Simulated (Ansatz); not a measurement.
# ClCo: the cost of one run

Method: def2-TZVPP, core rule «outside noble gas», up to 14 orbitals frozen; program: Ansatz 0.2.0, Gaussian basis.

The runs, in order: UHF; ROHF; CCSD(T) on UHF.

2 further runs of the same task are left out: 2 set aside as unsound or not needed.

## (1) The system

The geometry is a PBE0/def2-TZVP stationary point (not a proven minimum) of the parent state, kept for this charge and spin.

2 atoms, charge 1, spin multiplicity 2.

Atoms are counted from 1 here; the program's logs count them from 0.

Bond lengths: Co1–Cl2 2.092 Å.

## (2) UHF

The input, in.yaml:

```yaml
crystal:
  periodic: [false, false, false]
  atoms:
    - {symbol: Co, position_ang: [0.000000, 0.000000, 0.000000]}
    - {symbol: Cl, position_ang: [0.000000, 0.000000, 2.092400]}
basis:
  gaussian: {orbitals: def2-TZVPP}
total_charge: 1
magnetization: {spin_polarized: true, initial_magnetization: 1}
hamiltonian: {xc: hf}
output: {orbitals: {seedname: orbitals}}
```

Run with:

```sh
$ ansatz run in.yaml --threads 1 --pin off --events-out ev --progress --plain --max-ram 4096MiB --backend cpu
```

Q: Estimate wall time and peak memory on 1 thread of AMD EPYC 7R13, shared host.

About 83 s, with a peak of 0.33 GiB.
